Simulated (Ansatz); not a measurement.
# Mg: the cost of one run

Method: DFT PBEsol, scalar-relativistic, plane waves, PAW, in Ansatz 0.2.0.

## Step 1: Starting point

It takes space group I4/mmm (No. 139, tetragonal). The conventional cell has a = 3.672 Å, b = 3.672 Å, c = 3.359 Å, α = 90.00°, β = 90.00°, γ = 90.00°. Around Mg (site symmetry 4/mmm) lie 10 Mg at 3.09 to 3.36 Å.

Coordinates:

```
CELL_PARAMETERS angstrom
-1.83599 1.83599 1.67940
1.83599 -1.83599 1.67940
1.83599 1.83599 -1.67940
ATOMIC_POSITIONS crystal
Mg 0.00000 0.00000 0.00000
```

The structure comes from the Materials Project (structure only).

(A quick probe on a coarse mesh, which set the mesh and smearing, is not shown.)

## Step 3: The relaxation

input.yaml reads:

```yaml
crystal:
  lattice:
    - [-1.83599163, 1.83599163, 1.67940402]
    - [1.83599163, -1.83599163, 1.67940402]
    - [1.83599163, 1.83599163, -1.67940402]
  atoms:
    - { symbol: Mg, position: [0.0, 0.0, 0.0] }
basis:
  ecutwfc: 420
kpoints:
  mp_grid: { grid: [16, 16, 16] }
hamiltonian:
  xc: pbesol
scf:
  occupations: { method: gaussian, width: 0.1 }
output:
  forces: true
  stress: true
  eigenvalues: true
relax:
  adjacent_minimum: "off"
  f_tol: 0.005
  max_steps: 80
  cell: { stress_tol: 0.05 }
```

What time and memory should one allow on 1 thread of an Arm CPU, shared host?

About 14 s, with a peak of 0.35 GiB.
